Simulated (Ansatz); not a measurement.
# C10H7I: a ladder of functionals and wavefunction methods

An exercise on one series of results from a longer session: the logs are not shown, and one member is left open.

The runs use Ansatz 0.2.0, Gaussian basis; functionals in def2-TZVPP, the program's frozen cores in correlated methods.

The runs, in order: LDA (SPW92), PBE-D4, revPBE-D4, BLYP-D4, r2SCAN-D4, B97M-V, PBE0-D4, B3LYP-D4, r2SCANh-D4, r2SCAN0-D4, HSE06-D4, BHLYP-D4, CAM-B3LYP-D4, LC-ωPBE, ωB97X-V, ωB97M-V, B2PLYP, PBE-QIDH; CCSD(T)/def2-SVP; CCSD(T)/def2-TZVPP; MP2/def2-QZVPP; extrapolation to the limit; RPA on PBE.

## The relaxed structure

An earlier PBE0-D4 in a triple-zeta def2 set relaxation fixed the geometry. I takes the def2 core potential; no spin-orbit term is included.

SMILES `Ic1ccc2ccccc2c1`, 18 atoms, charge 0, spin multiplicity 1.

Atoms are counted from 1 here; the program's logs count them from 0.

Bond lengths: I1–C2 2.086 Å, C2–C3 1.408 Å, C2–C11 1.366 Å, C3–C4 1.366 Å, C3–H12 1.082 Å, C4–C5 1.411 Å, C4–H13 1.085 Å, C5–C6 1.411 Å, C5–C10 1.420 Å, C6–C7 1.367 Å, C6–H14 1.085 Å, C7–C8 1.408 Å, C7–H15 1.084 Å, C8–C9 1.367 Å, C8–H16 1.084 Å, C9–C10 1.412 Å, C9–H17 1.085 Å, C10–C11 1.412 Å and more. Angles: I1–C2–C3 118.7°, I1–C2–C11 119.9°, C3–C2–C11 121.3°, C2–C3–C4 119.4°, C2–C3–H12 120.0°, C4–C3–H12 120.6°, C3–C4–C5 121.2°, C3–C4–H13 119.8°, C5–C4–H13 118.9°, C4–C5–C6 122.3°, C4–C5–C10 118.7°, C6–C5–C10 119.0°, C5–C6–C7 120.7°, C5–C6–H14 118.8°, C7–C6–H14 120.5°, C6–C7–C8 120.3°, C6–C7–H15 120.1°, C8–C7–H15 119.6° and more.

Coordinates:

| atom | x (Å) | y (Å) | z (Å) |
| --- | --- | --- | --- |
| I1 | 2.9955 | -3.3403 | -0.3998 |
| C2 | 1.7543 | -1.6642 | -0.3892 |
| C3 | 2.0851 | -0.5715 | -1.2136 |
| C4 | 1.2815 | 0.5336 | -1.2175 |
| C5 | 0.1255 | 0.6010 | -0.4105 |
| C6 | -0.7191 | 1.7311 | -0.3978 |
| C7 | -1.8317 | 1.7625 | 0.3966 |
| C8 | -2.1502 | 0.6624 | 1.2158 |
| C9 | -1.3513 | -0.4470 | 1.2256 |
| C10 | -0.1961 | -0.5085 | 0.4161 |
| C11 | 0.6453 | -1.6427 | 0.4079 |
| H12 | 2.9693 | -0.6124 | -1.8367 |
| H13 | 1.5300 | 1.3792 | -1.8501 |
| H14 | -0.4701 | 2.5765 | -1.0305 |
| H15 | -2.4736 | 2.6357 | 0.3986 |
| H16 | -3.0347 | 0.6989 | 1.8412 |
| H17 | -1.5943 | -1.2958 | 1.8558 |
| H18 | 0.3971 | -2.4872 | 1.0397 |

Set-up of the first run:

Input file in.yaml:

```yaml
crystal:
  periodic: [false, false, false]
  atoms:
    - {symbol: I, position_ang: [2.995508, -3.340325, -0.399771]}
    - {symbol: C, position_ang: [1.754274, -1.664165, -0.389200]}
    - {symbol: C, position_ang: [2.085115, -0.571533, -1.213612]}
    - {symbol: C, position_ang: [1.281490, 0.533650, -1.217475]}
    - {symbol: C, position_ang: [0.125530, 0.600974, -0.410507]}
    - {symbol: C, position_ang: [-0.719090, 1.731105, -0.397840]}
    - {symbol: C, position_ang: [-1.831676, 1.762456, 0.396582]}
    - {symbol: C, position_ang: [-2.150205, 0.662449, 1.215819]}
    - {symbol: C, position_ang: [-1.351304, -0.447044, 1.225571]}
    - {symbol: C, position_ang: [-0.196124, -0.508501, 0.416146]}
    - {symbol: C, position_ang: [0.645333, -1.642669, 0.407945]}
    - {symbol: H, position_ang: [2.969276, -0.612363, -1.836659]}
    - {symbol: H, position_ang: [1.530038, 1.379229, -1.850084]}
    - {symbol: H, position_ang: [-0.470135, 2.576471, -1.030484]}
    - {symbol: H, position_ang: [-2.473557, 2.635720, 0.398570]}
    - {symbol: H, position_ang: [-3.034727, 0.698852, 1.841190]}
    - {symbol: H, position_ang: [-1.594304, -1.295816, 1.855753]}
    - {symbol: H, position_ang: [0.397059, -2.487191, 1.039654]}
basis:
  gaussian: {orbitals: def2-TZVPP}
hamiltonian: {xc: lda}
output: {orbitals: {seedname: orbitals}}
```

On the command line:

```
ansatz run in.yaml --threads 4 --pin off --events-out ev --progress --plain --max-ram 66560MiB --backend cuda --devices 0, --max-vram 37GiB
```

Among the steps run: LDA; PBE-D4 (GGA); revPBE-D4 (GGA); BLYP-D4 (GGA); r2SCAN-D4 (meta-GGA); B97M-V (meta-GGA); PBE0-D4 (hybrid); B3LYP-D4 (hybrid); r2SCANh-D4 (hybrid); r2SCAN0-D4 (hybrid); HSE06-D4 (hybrid); BHLYP-D4 (hybrid); CAM-B3LYP-D4 (range-separated); LC-ωPBE (range-separated); ωB97X-V (range-separated); ωB97M-V (range-separated); B2PLYP (double hybrid); PBE-QIDH (double hybrid).

One table of the session follows, with a row left open; its other results are not shown here.

It belongs to the step «Orbital energies across the functionals». 

| functional | HOMO (eV) | LUMO (eV) | gap (eV) |
| --- | --- | --- | --- |
| LDA (SPW92) | -5.78 | -2.52 | 3.26 |
| PBE-D4 | -5.57 | -2.28 | 3.29 |
| revPBE-D4 | -5.50 | -2.19 | 3.31 |
| BLYP-D4 | -5.37 | -2.09 | 3.28 |
| r2SCAN-D4 | -5.73 | -2.18 | 3.56 |
| B97M-V | ? | ? | ? |
| PBE0-D4 | -6.46 | -1.48 | 4.98 |
| B3LYP-D4 | -6.25 | -1.62 | 4.63 |
| r2SCANh-D4 | -6.07 | -1.88 | 4.19 |
| r2SCAN0-D4 | -6.57 | -1.43 | 5.14 |
| HSE06-D4 | -6.08 | -1.84 | 4.24 |
| BHLYP-D4 | -7.15 | -0.49 | 6.66 |
| CAM-B3LYP-D4 | -7.55 | -0.44 | 7.12 |
| LC-ωPBE | -8.77 | 0.47 | 9.24 |
| ωB97X-V | -8.45 | 0.49 | 8.93 |
| ωB97M-V | -8.37 | 0.43 | 8.81 |

Q: Estimate the row for B97M-V from the others.

**Answer.** HOMO (eV): -5.69; LUMO (eV): -2.07; gap (eV): 3.62. In the column «HOMO (eV)» it lies between r2SCAN-D4 (-5.73) and PBE-D4 (-5.57).
